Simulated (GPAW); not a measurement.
# Ba2Tl5V3O12 (R-3m) in GPAW: further runs, part 2 of 3

GPAW 26.7.0.

## (3) Band structure, BLYP, collinear spin, ferromagnetic start

The input, run.py:

```python
from ase import Atoms
from ase.dft.bandgap import bandgap
from ase.io import write
from ase.units import GPa
from ase.parallel import parprint
from gpaw import GPAW, PW, setup_paths

setup_paths.insert(0, '.')

atoms = Atoms(['Ba', 'Ba', 'V', 'V', 'V', 'Tl', 'Tl', 'Tl', 'Tl', 'Tl', 'O', 'O', 'O', 'O', 'O', 'O', 'O', 'O', 'O', 'O', 'O', 'O'],
              cell=[[4.2369789974, 2.4462209647, 6.1284],
                    [-4.2369789974, 2.4462209647, 6.1284],
                    [0.0, -4.8924419294, 6.1284]],
              scaled_positions=[[0.5, 0.5, 0.5],
                                [0.0, 0.0, 0.0],
                                [0.5, 0.5, 0.0],
                                [0.0, 0.5, 0.5],
                                [0.5, 0.0, 0.5],
                                [0.0, 0.0, 0.5],
                                [0.5, 0.0, 0.0],
                                [0.0, 0.5, 0.0],
                                [0.74045, 0.74045, 0.74045],
                                [0.25955, 0.25955, 0.25955],
                                [0.71652, 0.08089, 0.41242],
                                [0.41242, 0.71652, 0.08089],
                                [0.08089, 0.41242, 0.71652],
                                [0.58758, 0.91911, 0.28348],
                                [0.91911, 0.28348, 0.58758],
                                [0.28348, 0.58758, 0.91911],
                                [0.28348, 0.91911, 0.58758],
                                [0.58758, 0.28348, 0.91911],
                                [0.91911, 0.58758, 0.28348],
                                [0.41242, 0.08089, 0.71652],
                                [0.08089, 0.71652, 0.41242],
                                [0.71652, 0.41242, 0.08089]],
              pbc=True)
atoms.set_initial_magnetic_moments([0.0, 0.0, 2.0, 2.0, 2.0, 0.0, 0.0, 0.0, 0.0, 0.0, 0.0, 0.0, 0.0, 0.0, 0.0, 0.0, 0.0, 0.0, 0.0, 0.0, 0.0, 0.0])

calc = GPAW(mode=PW(800),
            xc='BLYP',
            kpts={'size': (3, 3, 3), 'gamma': True},
            occupations={'name': 'fermi-dirac', 'width': 0.05},
            nbands=153,
            convergence={'density': 1e-05, 'energy': 1e-05},
            eigensolver='davidson',
            maxiter=150,
            txt='gpaw.txt')
atoms.calc = calc
energy = atoms.get_potential_energy()
forces = atoms.get_forces()
stress = atoms.get_stress()
calc.write('gs.gpw')
write('result.traj', atoms)
parprint(f'Energy: {energy:.6f} eV')
parprint('Forces (eV/A):')
parprint(forces.round(4))
parprint('Stress (GPa):', (stress / GPa).round(3))
parprint('Moments:', calc.get_magnetic_moments().round(3))
parprint('Fermi level:', round(calc.get_fermi_level(), 4), 'eV')
parprint(f'Gap: {bandgap(calc)[0]:.4f} eV, direct: {bandgap(calc, direct=True)[0]:.4f} eV')

path = atoms.cell.bandpath('GLB1,BZGX,QFP1Z,LP', npoints=100, eps=1e-4)
bs_calc = calc.fixed_density(kpts=path, symmetry='off', nbands=225,
                             convergence={'bands': 'CBM+6.0', 'eigenstates': 1e-6}, txt='bands.txt')
bs = bs_calc.band_structure()
bs.write('bs.json')
parprint(f'Gap on the path: {bandgap(bs_calc)[0]:.4f} eV')
```

Potentials or basis: PAW data sets generated in the run's folder for this functional, pw.

Run with:

```
> gpaw-setup -f BLYP Ba O Tl V
> OMP_NUM_THREADS=1 mpirun -n 8 gpaw python run.py
```

gpaw.txt:

```text
__  _  _
 | _ |_)|_||  |
 |__||  | ||/\| - 26.7.0

Input parameters:
  mode=PW(ecut=800.0),
  convergence={'density': 1e-05, 'energy': 1e-05},
  eigensolver=Davidson(niter=2),
  kpts=MonkhorstPack(size=(3, 3, 3), gamma=True),
  maxiter=150,
  nbands=153,
  occupations=Occupations(name='fermi-dirac', width=0.05),
  xc=XC(name='BLYP')

Diagonalizing LCAO Hamiltonian
Converting LCAO to pw mode

               Tl

             O      O
        O             O

           O     O
             O Ba  O

        O       V     O
          O      O
         V          V
               Tl
          Tl         Tl

              Tl

               Ba

Atoms  # Å, Bohr magnetons
|    | symbol |         x |         y |         z |    initial magnetic moments |
|----|--------|-----------|-----------|-----------|-----------------------------|
|  0 |     Ba |  0.000000 |  0.000000 |  9.192600 | ( 0.0000,  0.0000,  0.0000) |
|  1 |     Ba |  0.000000 |  0.000000 |  0.000000 | ( 0.0000,  0.0000,  0.0000) |
|  2 |      V |  0.000000 |  2.446221 |  6.128400 | ( 0.0000,  0.0000,  2.0000) |
|  3 |      V | -2.118489 | -1.223110 |  6.128400 | ( 0.0000,  0.0000,  2.0000) |
|  4 |      V |  2.118489 | -1.223110 |  6.128400 | ( 0.0000,  0.0000,  2.0000) |
|  5 |     Tl |  0.000000 | -2.446221 |  3.064200 | ( 0.0000,  0.0000,  0.0000) |
[... 14 lines left out ...]
| 20 |      O | -2.693151 | -0.067100 |  7.414322 | ( 0.0000,  0.0000,  0.0000) |
| 21 |      O |  1.288465 |  2.365887 |  7.414322 | ( 0.0000,  0.0000,  0.0000) |

Unit cell  # Å
| periodic |         x |         y |        z |  lengths |    angles |
|----------|-----------|-----------|----------|----------|-----------|
|      yes |  4.236979 |  2.446221 | 6.128400 | 7.841765 | 65.409403 |
|      yes | -4.236979 |  2.446221 | 6.128400 | 7.841765 | 65.409403 |
|      yes |  0.000000 | -4.892442 | 6.128400 | 7.841765 | 65.409403 |

Number of symmetries: 12
Symmetry operations  # r_c * U_cc + t_c -> r_c
|    | kind |            matrix            |
|----|------|------------------------------|
|  0 |  E   |  1, 0, 0,  0, 1, 0,  0, 0, 1 |
[... 191 lines left out ...]
|iter:   2| | -141.071975 | -1.19 | -0.78 |  +5.7169|
|iter:   3| | -124.368692 | -0.86 | -0.88 |  +4.7957|
|iter:   4| | -123.902474 | -1.64 | -1.24 |  +3.8508|
|iter:   5| | -124.319093 | -1.93 | -1.45 |  +1.9709|
|iter:   6| | -124.062111 | -2.53 | -1.65 |  +1.5386|
|iter:   7| | -124.075233 | -3.61 | -2.26 |  +1.2929|
|iter:   8| | -124.079354 | -3.98 | -2.40 |  +1.1466|
|iter:   9| | -124.078920 | -4.74 | -2.71 |  +1.1322|
|iter:  10| | -124.079264c| -5.21 | -3.05 |  +1.1355|
|iter:  11| | -124.079128c| -5.79 | -3.44 |  +1.1354|
|iter:  12| | -124.079017c| -6.42 | -3.87 |  +1.1381|
|iter:  13| | -124.079047c| -6.98 | -4.08 |  +1.1391|
|iter:  14| | -124.079024c| -7.64c| -4.52 |  +1.1397|
|iter:  15| | -124.079018c| -8.12c| -4.98 |  +1.1401|
|iter:  16| | -124.079018c| -8.86c| -5.55c|  +1.1403|

Converged in 16 steps
Energy contributions relative to reference atoms: (reference = -3294962.012100)

Energy contributions:
  Kinetic:         170.923317
  Coulomb:        -171.453938
  Zero:              1.908625
  External:          0.000000
  Xc:             -125.427358
  Entropy:          -0.059327
  Spinorbit:         0.000000
  ----------------------------
  Free energy:    -124.108681
  Extrapolated:   -124.079018

dipole moment: (0.000000, -0.000000, -306.960317)  # |e|*Ang

Total magnetic moment: (0.000000, 0.000000, 1.140282)

Local magnetic moments
|        x |        y |         z |
|----------|----------|-----------|
| 0.000000 | 0.000000 |  0.000678 |  # Ba   0
| 0.000000 | 0.000000 | -0.000633 |  # Ba   1
| 0.000000 | 0.000000 |  0.324431 |  # V    2
| 0.000000 | 0.000000 |  0.324431 |  # V    3
| 0.000000 | 0.000000 |  0.324431 |  # V    4
| 0.000000 | 0.000000 |  0.001118 |  # Tl   5
[... 14 lines left out ...]
| 0.000000 | 0.000000 | -0.007714 |  # O   20
| 0.000000 | 0.000000 | -0.007714 |  # O   21

Fermi level: 5.914
Eigenvalues  # (at kpt = [0.000, 0.000, 0.000])
| band index |      eig [eV] | occ [0-1] |      eig [eV] | occ [0-1] |
|------------|---------------|-----------|---------------|-----------|
|          0 |       -59.030 |     1.000 |       -58.707 |     1.000 |
|        ... |               |           |               |           |
|         92 |         4.549 |     1.000 |         4.574 |     1.000 |
|         93 |         4.679 |     1.000 |         4.657 |     1.000 |
|         94 |         4.991 |     1.000 |         4.969 |     1.000 |
|         95 |         5.389 |     1.000 |         5.435 |     1.000 |
|         96 |         5.389 |     1.000 |         5.435 |     1.000 |
|         97 |         5.543 |     0.999 |         5.530 |     1.000 |
|         98 |         5.847 |     0.792 |         5.934 |     0.402 |
|         99 |         5.848 |     0.790 |         6.409 |     0.000 |
|        100 |         5.900 |     0.570 |         6.409 |     0.000 |
|        101 |         6.936 |     0.000 |         7.118 |     0.000 |
|        102 |         7.485 |     0.000 |         7.626 |     0.000 |
|        103 |         7.485 |     0.000 |         7.626 |     0.000 |
|        104 |         7.779 |     0.000 |         7.964 |     0.000 |
|        105 |         7.860 |     0.000 |         7.991 |     0.000 |
|        106 |         7.860 |     0.000 |         7.991 |     0.000 |
|        ... |               |           |               |           |
|        152 |        18.483 |     0.000 |        19.107 |     0.000 |

No gap
No difference between direct/indirect transitions

Forces  # eV/Ang
|        x |        y |        z |
|----------|----------|----------|
|  0.00000 |  0.00000 | -0.00000 |  # Ba   0
| -0.00000 | -0.00000 |  0.00000 |  # Ba   1
|  0.00000 | -0.00000 |  0.00000 |  # V    2
|  0.00000 |  0.00000 | -0.00000 |  # V    3
| -0.00000 |  0.00000 |  0.00000 |  # V    4
|  0.00000 |  0.00000 | -0.00000 |  # Tl   5
[... 14 lines left out ...]
|  0.06551 |  0.12716 |  0.02960 |  # O   20
|  0.07737 | -0.12031 |  0.02960 |  # O   21

Stress tensor  # eV/Ang^3
|         x |         y |         z |
|-----------|-----------|-----------|
| -0.019742 |  0.000000 | -0.000000 |
|  0.000000 | -0.019742 |  0.000000 |
| -0.000000 |  0.000000 | -0.021529 |

# Writing to gs.gpw (mode='')
```

stdout:

```text
Energy: -124.079018 eV
Forces (eV/A):
[[ 0.      0.     -0.    ]
 [-0.     -0.      0.    ]
 [ 0.     -0.      0.    ]
 [ 0.      0.     -0.    ]
 [-0.      0.      0.    ]
 [ 0.      0.     -0.    ]
 [-0.      0.     -0.    ]
 [-0.      0.      0.    ]
 [ 0.     -0.      0.0416]
 [ 0.      0.     -0.0416]
 [-0.0655  0.1272  0.0296]
 [-0.0774 -0.1203  0.0296]
 [ 0.1429 -0.0069  0.0296]
 [ 0.1429  0.0069 -0.0296]
 [-0.0655 -0.1272 -0.0296]
 [-0.0774  0.1203 -0.0296]
 [ 0.0655 -0.1272 -0.0296]
 [ 0.0774  0.1203 -0.0296]
 [-0.1429  0.0069 -0.0296]
 [-0.1429 -0.0069  0.0296]
 [ 0.0655  0.1272  0.0296]
 [ 0.0774 -0.1203  0.0296]]
Stress (GPa): [-3.163 -3.163 -3.449  0.    -0.     0.   ]
Moments: [ 0.001 -0.001  0.324  0.324  0.324  0.001  0.001  0.001  0.018  0.018
 -0.008 -0.008 -0.008 -0.008 -0.008 -0.008 -0.008 -0.008 -0.008 -0.008
 -0.008 -0.008]
Fermi level: 5.914 eV
Gap: 0.0000 eV, direct: 0.0000 eV
Gap on the path: 0.0000 eV
```

bands.txt:

```text
Diagonalizing LCAO Hamiltonian
Converting LCAO to pw mode
convergence criteria:
- Maximum integral of absolute [eigenst]ate change: 1e-06 eV^2 / valence electron
maximum number of iterations: 150

SCF iterations
|iter     | |      energy | eigst |  dens |  magmom |
|---------|-|-------------|-------|-------|---------|
|iter:   1| |             | +0.43 |       |  +1.1403|
[... 111 lines left out ...]
         [ 0.61355672,  0.19322164,  0.19322164],
         [ 0.63248283,  0.22542525,  0.22542525],
         [ 0.65140895,  0.25762886,  0.25762886],
         [ 0.67033507,  0.28983246,  0.28983246],
         [ 0.68926119,  0.32203607,  0.32203607],
         [ 0.70818731,  0.35423968,  0.35423968],
         [ 0.72711343,  0.38644328,  0.38644328]])),
  maxiter=150,
  nbands=225,
  occupations=Occupations(name='fermi-dirac', width=0.05),
  symmetry=Symmetry(point_group=False, time_reversal=False),
  xc=XC(name='BLYP')
```

It took 41 min on 8 MPI ranks of Intel Xeon Platinum 8375C at 2.90GHz (Ice Lake), shared host; peak memory 2.8 GiB.

Results:

- Free energy: -124.1087 eV
- Pressure: 3.3 GPa
- Largest force: 0.146 eV/Å
- Band gap along the path: none (metal or under the smearing width)
- Net moment: 1.14 μB per cell
- Site moments: Ba +0.00, -0.00; V +0.32; Tl +0.00, +0.02; O -0.01 μB

Forces on the atoms (eV/Å):
```
Ba   0.000  0.000  0.000
Ba   0.000  0.000  0.000
V    0.000  0.000  0.000
V    0.000  0.000  0.000
V    0.000  0.000  0.000
Tl   0.000  0.000  0.000
Tl   0.000  0.000  0.000
Tl   0.000  0.000  0.000
Tl   0.000  0.000  0.042
Tl   0.000  0.000 -0.042
O   -0.066  0.127  0.030
O   -0.077 -0.120  0.030
O    0.143 -0.007  0.030
O    0.143  0.007 -0.030
O   -0.066 -0.127 -0.030
O   -0.077  0.120 -0.030
O    0.066 -0.127 -0.030
O    0.077  0.120 -0.030
O   -0.143  0.007 -0.030
O   -0.143 -0.007  0.030
O    0.066  0.127  0.030
O    0.077 -0.120  0.030
```

Stress tensor (GPa, compression positive):
```
3.16 0.00 0.00
0.00 3.16 0.00
0.00 0.00 3.45
```

Levels at the corners of the path, in eV from the Fermi level:
Spin up:
| point | band 95 | band 96 | band 97 | band 98 | band 99 | band 100 | band 101 | band 102 |
| --- | --- | --- | --- | --- | --- | --- | --- | --- |
| Γ | -0.92 | -0.53 | -0.53 | -0.37 | -0.07 | -0.07 | -0.01 | 1.02 |
| L | -0.69 | -0.68 | -0.63 | -0.23 | 0.00 | 0.25 | 0.48 | 1.34 |
| B1 | -0.77 | -0.76 | -0.69 | -0.18 | 0.29 | 0.72 | 0.75 | 1.41 |
| B | -0.77 | -0.76 | -0.69 | -0.18 | 0.29 | 0.72 | 0.75 | 1.41 |
| Z | -0.89 | -0.69 | -0.16 | -0.14 | -0.14 | 0.77 | 0.77 | 1.22 |
| Γ | -0.92 | -0.53 | -0.53 | -0.37 | -0.07 | -0.07 | -0.01 | 1.02 |
| X | -0.78 | -0.76 | -0.61 | -0.22 | 0.15 | 0.79 | 0.88 | 1.41 |
| Q | -0.78 | -0.76 | -0.61 | -0.22 | 0.15 | 0.79 | 0.88 | 1.41 |
| F | -0.74 | -0.69 | -0.56 | -0.11 | 0.17 | 0.97 | 0.99 | 1.12 |
| P1 | -0.79 | -0.75 | -0.65 | -0.14 | 0.38 | 0.53 | 0.74 | 1.37 |
| Z | -0.89 | -0.69 | -0.16 | -0.14 | -0.14 | 0.77 | 0.77 | 1.22 |
| L | -0.69 | -0.68 | -0.63 | -0.23 | 0.00 | 0.25 | 0.48 | 1.34 |
| P | -0.79 | -0.75 | -0.65 | -0.14 | 0.38 | 0.53 | 0.74 | 1.37 |
Spin down:
| point | band 95 | band 96 | band 97 | band 98 | band 99 | band 100 |
| --- | --- | --- | --- | --- | --- | --- |
| Γ | -0.95 | -0.48 | -0.48 | -0.38 | 0.02 | 0.49 |
| L | -0.70 | -0.64 | -0.59 | 0.09 | 0.27 | 0.29 |
| B1 | -0.76 | -0.66 | -0.60 | 0.28 | 0.32 | 0.84 |
| B | -0.76 | -0.66 | -0.60 | 0.28 | 0.32 | 0.84 |
| Z | -0.91 | -0.70 | -0.15 | 0.40 | 0.40 | 0.77 |
| Γ | -0.95 | -0.48 | -0.48 | -0.38 | 0.02 | 0.49 |
| X | -0.76 | -0.64 | -0.57 | 0.11 | 0.33 | 0.95 |
| Q | -0.76 | -0.64 | -0.57 | 0.11 | 0.33 | 0.95 |
| F | -0.74 | -0.55 | -0.51 | 0.15 | 0.50 | 1.12 |
| P1 | -0.75 | -0.71 | -0.53 | 0.31 | 0.50 | 0.64 |
| Z | -0.91 | -0.70 | -0.15 | 0.40 | 0.40 | 0.77 |
| L | -0.70 | -0.64 | -0.59 | 0.09 | 0.27 | 0.29 |
| P | -0.75 | -0.71 | -0.53 | 0.31 | 0.50 | 0.64 |

Caveat: spin-orbit coupling is left out, which moves the levels of the heavy elements; semilocal functionals often make such compounds metallic where correlation or magnetic order opens a gap, which also shifts bond lengths.

## (4) Band structure, AM05, collinear spin, ferromagnetic start

Edit run.py of step 3 so:

```diff
@@ -39,3 +39,3 @@
 calc = GPAW(mode=PW(800),
-            xc='BLYP',
+            xc='AM05',
             kpts={'size': (3, 3, 3), 'gamma': True},
@@ -44,3 +44,2 @@
             convergence={'density': 1e-05, 'energy': 1e-05},
-            eigensolver='davidson',
             maxiter=150,
```

Run with:

```
> gpaw-setup -f AM05 Ba O Tl V
> OMP_NUM_THREADS=1 mpirun -n 8 gpaw python run.py
```

Run time: 40 min. Hardware: 8 MPI ranks of Intel Xeon Platinum 8375C at 2.90GHz (Ice Lake), shared host; peak memory 2.9 GiB.

Results (log left out):

| Quantity | Value |
| --- | --- |
| Free energy | -134.5523 eV |
| Pressure | -3.1 GPa |
| Largest force | 0.152 eV/Å |
| Band gap along the path | none (metal or under the smearing width) |
| Net moment | 0.95 μB per cell |
| Site moments | Ba +0.00, -0.00; V +0.27; Tl +0.00, +0.02; O -0.01 μB |

Forces in eV/Å, atoms in the order of the input:
```
Ba   0.000  0.000  0.000
Ba   0.000  0.000  0.000
V    0.000  0.000  0.000
V    0.000  0.000  0.000
V    0.000  0.000  0.000
Tl   0.000  0.000  0.000
Tl   0.000  0.000  0.000
Tl   0.000  0.000  0.000
Tl   0.000  0.000  0.125
Tl   0.000  0.000 -0.125
O    0.109 -0.099  0.038
O    0.031  0.144  0.038
O   -0.140 -0.045  0.038
O   -0.140  0.045 -0.038
O    0.109  0.099 -0.038
O    0.031 -0.144 -0.038
O   -0.109  0.099 -0.038
O   -0.031 -0.144 -0.038
O    0.140  0.045 -0.038
O    0.140 -0.045  0.038
O   -0.109 -0.099  0.038
O   -0.031  0.144  0.038
```

Stress tensor (GPa, compression positive):
```
-2.98  0.00  0.00
 0.00 -2.98  0.00
 0.00  0.00 -3.39
```

Levels at the corners of the path, in eV from the Fermi level:
Spin up:
```
point  band 96  band 97  band 98  band 99  band 100  band 101
    Γ    -0.53    -0.53    -0.37    -0.10      0.00      0.00
    L    -0.69    -0.63    -0.17    -0.02      0.25      0.48
   B1    -0.78    -0.70    -0.14     0.28      0.72      0.79
    B    -0.78    -0.70    -0.14     0.28      0.72      0.79
    Z    -0.69    -0.20    -0.07    -0.07      0.78      0.78
    Γ    -0.53    -0.53    -0.37    -0.10      0.00      0.00
    X    -0.78    -0.62    -0.19     0.15      0.78      0.91
    Q    -0.78    -0.62    -0.19     0.15      0.78      0.91
    F    -0.73    -0.57    -0.06     0.18      0.97      1.02
   P1    -0.75    -0.67    -0.08     0.39      0.53      0.77
    Z    -0.69    -0.20    -0.07    -0.07      0.78      0.78
    L    -0.69    -0.63    -0.17    -0.02      0.25      0.48
    P    -0.75    -0.67    -0.08     0.39      0.53      0.77
```
Spin down:
```csv
point,band 94,band 95,band 96,band 97,band 98,band 99,band 100,band 101
Γ,-1.29,-0.95,-0.49,-0.49,-0.38,-0.04,0.43,0.43
L,-0.92,-0.71,-0.64,-0.62,0.05,0.22,0.27,0.60
B1,-0.85,-0.77,-0.71,-0.64,0.21,0.31,0.82,1.03
B,-0.85,-0.77,-0.71,-0.64,0.21,0.31,0.82,1.03
Z,-1.04,-0.91,-0.70,-0.17,0.34,0.34,0.78,0.78
Γ,-1.29,-0.95,-0.49,-0.49,-0.38,-0.04,0.43,0.43
X,-0.79,-0.78,-0.69,-0.60,0.07,0.28,0.91,1.03
Q,-0.79,-0.78,-0.69,-0.60,0.07,0.28,0.91,1.03
F,-0.85,-0.75,-0.61,-0.54,0.13,0.44,1.10,1.14
P1,-0.91,-0.76,-0.76,-0.58,0.26,0.47,0.62,0.98
Z,-1.04,-0.91,-0.70,-0.17,0.34,0.34,0.78,0.78
L,-0.92,-0.71,-0.64,-0.62,0.05,0.22,0.27,0.60
P,-0.91,-0.76,-0.76,-0.58,0.26,0.47,0.62,0.98
```

Caveat: spin-orbit coupling is left out, which moves the levels of the heavy elements; semilocal functionals often make such compounds metallic where correlation or magnetic order opens a gap, which also shifts bond lengths.

(Continued in part 3 of 3.)
